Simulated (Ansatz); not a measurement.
# CCo: the cost of one run

Method: def2-QZVPP, core rule «outside noble gas», up to 10 orbitals frozen; program: Ansatz 0.2.0, Gaussian basis.

The runs, in order: UHF; ROHF; CCSD(T) on UHF.

## (1) What is computed

The geometry is a PBE0/def2-TZVP stationary point (not a proven minimum) of the parent state, kept for this charge and spin.

2 atoms, charge 0, spin multiplicity 6.

Atoms are counted from 1 here; the program's logs count them from 0.

Bond lengths: Co1–C2 1.609 Å.

## (2) UHF

Contents of in.yaml:

```yaml
crystal:
  periodic: [false, false, false]
  atoms:
    - {symbol: Co, position_ang: [0.000000, 0.000000, 0.000000]}
    - {symbol: C, position_ang: [0.000000, 0.000000, 1.609200]}
basis:
  gaussian: {orbitals: "def2-QZVPP.json"}
magnetization: {spin_polarized: true, initial_magnetization: 5}
hamiltonian: {xc: hf}
output: {orbitals: {seedname: orbitals}}
```

Started as:

```console
> ansatz run in.yaml --threads 1 --pin off --events-out ev --progress --plain --max-ram 2816MiB --backend cpu
```

What time and memory should one allow on 1 thread of AMD EPYC 7R13, shared host?

About 70 s, with a peak of 0.47 GiB.
